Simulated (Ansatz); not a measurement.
# SC-NEVPT2(10,9)/SBKJC-VDZ (core potential, paw set gaussian, ground state, start density atoms) run of C6H10OS (SMILES CS/C(C)=C/C(C)=O)

Aim: the energy difference between two shapes of C6H10OS at SC-NEVPT2(10,9)/SBKJC-VDZ (core potential, paw set gaussian, ground state, start density atoms), from 2 runs. 

Program for the calculation: Ansatz 0.2.0.

5 further runs of the same task are left out: 3 for a known fault of the program, 2 set aside as unsound or not needed.

## (1) The structure to begin with

C6H10OS has 18 atoms, charge 0, and is taken as a singlet. As SMILES, `CS/C(C)=C/C(C)=O`. Geometry: relaxed at PBE0-D4/def2-TZVP. This is one conformer, not always the lowest.

Some bond lengths: C1–S2 1.795 Å, S2–C3 1.747 Å, C3–C4 1.488 Å, C3–C5 1.350 Å, C5–C6 1.466 Å, C6–C7 1.510 Å, C6–O8 1.217 Å, C1–H9 1.089 Å, C1–H10 1.090 Å, C1–H11 1.089 Å, C4–H12 1.093 Å, C4–H13 1.087 Å, C4–H14 1.093 Å, C5–H15 1.087 Å, C7–H16 1.094 Å, C7–H17 1.088 Å. Some angles: C1–S2–C3 105.1°, S2–C3–C4 119.1°, S2–C3–C5 115.7°, C4–C3–C5 125.2°, C3–C5–C6 127.2°, C5–C6–C7 114.3°, C5–C6–O8 125.3°, C7–C6–O8 120.4°, S2–C1–H9 112.1°, S2–C1–H10 104.9°.

## (2) Energy and forces at SC-NEVPT2(10,9)/SBKJC-VDZ (core potential, paw set gaussian, ground state, start density atoms)

File molecule.yaml:

```yaml
crystal:
  periodic: [false, false, false]
  atoms:
    - {symbol: C, position_ang: [2.968150, 1.419400, 0.061950]}
    - {symbol: S, position_ang: [1.266720, 1.721710, -0.421840]}
    - {symbol: C, position_ang: [0.410840, 0.252630, -0.018320]}
    - {symbol: C, position_ang: [1.164200, -0.882240, 0.581710]}
    - {symbol: C, position_ang: [-0.911740, 0.252170, -0.289280]}
    - {symbol: C, position_ang: [-1.863690, -0.838910, -0.057560]}
    - {symbol: C, position_ang: [-3.281520, -0.524730, -0.470230]}
    - {symbol: O, position_ang: [-1.588160, -1.922930, 0.422700]}
    - {symbol: H, position_ang: [3.064580, 1.247130, 1.133310]}
    - {symbol: H, position_ang: [3.499630, 2.337010, -0.192370]}
    - {symbol: H, position_ang: [3.411890, 0.594690, -0.494530]}
    - {symbol: H, position_ang: [1.963430, -1.209070, -0.089090]}
    - {symbol: H, position_ang: [0.489530, -1.712980, 0.770790]}
    - {symbol: H, position_ang: [1.635940, -0.576460, 1.519470]}
    - {symbol: H, position_ang: [-1.338300, 1.150370, -0.728030]}
    - {symbol: H, position_ang: [-3.319850, -0.276330, -1.534860]}
    - {symbol: H, position_ang: [-3.922050, -1.380920, -0.268510]}
    - {symbol: H, position_ang: [-3.649590, 0.349440, 0.074720]}
basis:
  gaussian: {orbitals: SBKJC-VDZ.json, symmetry_tolerance_ang: 0.01}
hamiltonian: {pseudopotentials: {relativity: none}}
correlation:
  method: sc_nevpt2
  active_space: {window: {electrons: 10, orbitals: 9}, fixed_orbitals: true, states: [{multiplicity: 1, weights: [1]}], root: 0}
  electrons: outside_noble_gas
output: {forces: true}
```

The basis set SBKJC-VDZ is read from a file made from the Basis Set Exchange's data (not shown).

Command:

```bash
$ ansatz run molecule.yaml --threads 4 --pin off --max-ram 12180MiB --events-out events.jsonl --progress --plain --runs-dir runs
```

The log of the run:

```text
Warning: RAYON_NUM_THREADS=4 ignored (pool sized by the plan → 4); use --threads N
Functional definition: HF
  name "HF"
  exchange = exact_x
  correlation = 0
1151 factors; integrals over basis functions are off by at most 6.4e-4 eV
mean field evaluation 1: about -1739.7178 eV, gradient 4.1e1 eV
mean field evaluation 2: about -1740.7514 eV, gradient 4.1e1 eV
mean field evaluation 4: about -1745.6687 eV, gradient 5.3e0 eV
mean field evaluation 8: about -1745.8071 eV, gradient 6.5e-1 eV
mean field evaluation 16: about -1745.8115 eV, gradient 4.2e-6 eV
mean field -1745.81153598 eV, -64.1573905937 hartree, gradient 4.2e-6 eV, S^2 0.000000; 0 other end points of the search recorded, 0 dependent functions left out; unrestricted orbitals would lower it
reference -1745.81153598 eV, -64.1573905937 hartree; 23, 23 occupied and 61, 61 virtual orbitals, 1151 factors
state -1746.50716758 eV, -64.1829545834 hartree
state -1746.50716758 eV, -64.1829545834 hartree; corrected -1762.88927889 eV, -64.7849860699 hartree
the calculation of the forces begins
Total energy: -1762.88927889 eV, -64.7849860699 hartree
Atom 0 at     2.968150     1.419400     0.061950 Å, force     1.586387    -0.273618     0.450393 eV/Å
Atom 1 at     1.266720     1.721710    -0.421840 Å, force    -0.845937     2.946218    -1.357256 eV/Å
Atom 2 at     0.410840     0.252630    -0.018320 Å, force     0.662786    -0.837261     0.470765 eV/Å
Atom 3 at     1.164200    -0.882240     0.581710 Å, force     0.551634    -0.858078     0.449703 eV/Å
Atom 4 at    -0.911740     0.252170    -0.289280 Å, force    -1.495717     0.985363    -0.692327 eV/Å
Atom 5 at    -1.863690    -0.838910    -0.057560 Å, force    -1.405048     3.299113    -1.574073 eV/Å
Atom 6 at    -3.281520    -0.524730    -0.470230 Å, force    -0.708514     0.330215    -0.277483 eV/Å
Atom 7 at    -1.588160    -1.922930     0.422700 Å, force     1.273268    -5.309329     2.335264 eV/Å
Atom 8 at     3.064580     1.247130     1.133310 Å, force     0.176452    -0.105561     0.547004 eV/Å
Atom 9 at     3.499630     2.337010    -0.192370 Å, force     0.366929     0.434688    -0.098194 eV/Å
Atom 10 at     3.411890     0.594690    -0.494530 Å, force     0.340766    -0.413583    -0.228232 eV/Å
Atom 11 at     1.963430    -1.209070    -0.089090 Å, force     0.449724    -0.297818    -0.322245 eV/Å
Atom 12 at     0.489530    -1.712980     0.770790 Å, force    -0.151832    -0.466273     0.152521 eV/Å
Atom 13 at     1.635940    -0.576460     1.519470 Å, force     0.266218     0.052117     0.562676 eV/Å
Atom 14 at    -1.338300     1.150370    -0.728030 Å, force    -0.273390     0.430454    -0.224846 eV/Å
Atom 15 at    -3.319850    -0.276330    -1.534860 Å, force    -0.104372     0.107875    -0.585795 eV/Å
Atom 16 at    -3.922050    -1.380920    -0.268510 Å, force    -0.406773    -0.472301     0.101718 eV/Å
Atom 17 at    -3.649590     0.349440     0.074720 Å, force    -0.282582     0.447780     0.290406 eV/Å
Dipole moment:     0.376531     0.353394    -0.056786 e Å
```

It took 4.2 s on 4 threads of Arm Neoverse N1, shared host; peak memory 0.39 GiB.

## (3) The distorted shape, same level

File molecule.yaml:

```yaml
crystal:
  periodic: [false, false, false]
  atoms:
    - {symbol: C, position_ang: [2.969216, 1.436590, 0.073206]}
    - {symbol: S, position_ang: [1.275292, 1.735758, -0.407210]}
    - {symbol: C, position_ang: [0.398985, 0.219201, 0.008914]}
    - {symbol: C, position_ang: [1.176208, -0.843863, 0.569945]}
    - {symbol: C, position_ang: [-0.921954, 0.256263, -0.323234]}
    - {symbol: C, position_ang: [-1.877111, -0.793098, -0.069737]}
    - {symbol: C, position_ang: [-3.307559, -0.522540, -0.470985]}
    - {symbol: O, position_ang: [-1.600572, -1.919127, 0.449685]}
    - {symbol: H, position_ang: [3.027483, 1.232511, 1.133684]}
    - {symbol: H, position_ang: [3.499155, 2.358484, -0.173019]}
    - {symbol: H, position_ang: [3.381297, 0.584833, -0.486564]}
    - {symbol: H, position_ang: [1.943887, -1.216538, -0.079462]}
    - {symbol: H, position_ang: [0.482796, -1.669634, 0.790862]}
    - {symbol: H, position_ang: [1.670291, -0.642094, 1.495902]}
    - {symbol: H, position_ang: [-1.363994, 1.135509, -0.727622]}
    - {symbol: H, position_ang: [-3.320239, -0.274145, -1.527260]}
    - {symbol: H, position_ang: [-3.943744, -1.402503, -0.273193]}
    - {symbol: H, position_ang: [-3.671401, 0.358396, 0.099162]}
basis:
  gaussian: {orbitals: SBKJC-VDZ.json, symmetry_tolerance_ang: 0.01}
hamiltonian: {pseudopotentials: {relativity: none}}
correlation:
  method: sc_nevpt2
  active_space: {window: {electrons: 10, orbitals: 9}, fixed_orbitals: true, states: [{multiplicity: 1, weights: [1]}], root: 0}
  electrons: outside_noble_gas
output: {forces: true}
```

The basis set SBKJC-VDZ is read from a file made from the Basis Set Exchange's data (not shown).

Command:

```bash
$ ansatz run molecule.yaml --threads 4 --pin off --max-ram 12180MiB --events-out events.jsonl --progress --plain --runs-dir runs
```

The log of the run:

```text
Warning: RAYON_NUM_THREADS=4 ignored (pool sized by the plan → 4); use --threads N
Functional definition: HF
  name "HF"
  exchange = exact_x
  correlation = 0
1151 factors; integrals over basis functions are off by at most 6.4e-4 eV
mean field evaluation 1: about -1739.3106 eV, gradient 4.2e1 eV
mean field evaluation 2: about -1740.3333 eV, gradient 4.2e1 eV
mean field evaluation 4: about -1745.4082 eV, gradient 5.6e0 eV
mean field evaluation 8: about -1745.5613 eV, gradient 6.8e-1 eV
mean field evaluation 16: about -1745.5665 eV, gradient 3.7e-6 eV
mean field -1745.56645825 eV, -64.1483841534 hartree, gradient 3.7e-6 eV, S^2 0.000000; 0 other end points of the search recorded, 0 dependent functions left out; unrestricted orbitals would lower it
reference -1745.56645825 eV, -64.1483841534 hartree; 23, 23 occupied and 61, 61 virtual orbitals, 1151 factors
state -1746.37037750 eV, -64.1779276408 hartree
state -1746.37037750 eV, -64.1779276408 hartree; corrected -1762.81129275 eV, -64.7821201320 hartree
the calculation of the forces begins
Total energy: -1762.81129275 eV, -64.7821201320 hartree
Atom 0 at     2.969216     1.436590     0.073206 Å, force     1.537291    -0.766063     0.091450 eV/Å
Atom 1 at     1.275292     1.735758    -0.407210 Å, force    -1.867352     2.275443    -1.268346 eV/Å
Atom 2 at     0.398985     0.219201     0.008914 Å, force     0.037387     2.532138    -1.029752 eV/Å
Atom 3 at     1.176208    -0.843863     0.569945 Å, force    -0.142147    -3.559966     1.359932 eV/Å
Atom 4 at    -0.921954     0.256263    -0.323234 Å, force    -0.263717     0.321635     0.060130 eV/Å
Atom 5 at    -1.877111    -0.793098    -0.069737 Å, force    -1.210044    -1.206728     0.121711 eV/Å
Atom 6 at    -3.307559    -0.522540    -0.470985 Å, force    -0.724103     0.422564     0.370442 eV/Å
Atom 7 at    -1.600572    -1.919127     0.449685 Å, force     0.526246    -1.785105     0.873468 eV/Å
Atom 8 at     3.027483     1.232511     1.133684 Å, force     0.394969    -0.040195     0.858278 eV/Å
Atom 9 at     3.499155     2.358484    -0.173019 Å, force     0.448569     0.273715    -0.035910 eV/Å
Atom 10 at     3.381297     0.584833    -0.486564 Å, force     0.419067    -0.008298    -0.082169 eV/Å
Atom 11 at     1.943887    -1.216538    -0.079462 Å, force     0.897631    -0.439208    -1.060434 eV/Å
Atom 12 at     0.482796    -1.669634     0.790862 Å, force     0.142237    -0.400098    -0.023533 eV/Å
Atom 13 at     1.670291    -0.642094     1.495902 Å, force     0.630518     0.780250     1.348176 eV/Å
Atom 14 at    -1.363994     1.135509    -0.727622 Å, force    -0.208938     1.299423    -0.640460 eV/Å
Atom 15 at    -3.320239    -0.274145    -1.527260 Å, force    -0.331427     0.267139    -0.899638 eV/Å
Atom 16 at    -3.943744    -1.402503    -0.273193 Å, force     0.003530     0.017406     0.039011 eV/Å
Atom 17 at    -3.671401     0.358396     0.099162 Å, force    -0.289719     0.015949    -0.082356 eV/Å
Dipole moment:     0.385526     0.369327    -0.061896 e Å
```

It took 4.2 s on 4 threads of Arm Neoverse N1, shared host; peak memory 0.39 GiB.

## (4) Summary of results

Level: SC-NEVPT2(10,9)/SBKJC-VDZ (core potential, paw set gaussian, ground state, start density atoms).

| quantity | value |
| --- | --- |
| first shape: total energy | -64.78499 Eh |
| first shape: dipole moment (correlated density) | 2.50 D |
| first shape: largest force on an atom | 5.938 eV/Å |
| distorted shape: total energy | -64.78212 Eh |
| distorted shape: dipole moment (correlated density) | 2.58 D |
| distorted shape: largest force on an atom | 3.814 eV/Å |
| energy change with the atoms displaced | 0.078 eV |

What this shows: With the atoms displaced the energy rises by 0.08 eV (7.5 kJ/mol). The first shape isn't relaxed at this level, so the change isn't measured from a minimum. The largest force (first shape) is 5.94 eV/Å: the shape isn't a stationary point for this species at this level. The restricted solution (first shape) is unstable to spin breaking: an unrestricted one lies lower. Mulliken charges (first shape) run from -0.44 on C1 to +0.25 on H15; they depend strongly on the basis. The restricted solution (distorted shape) is unstable to spin breaking: an unrestricted one lies lower. Mulliken charges (distorted shape) run from -0.44 on C1 to +0.26 on H15.
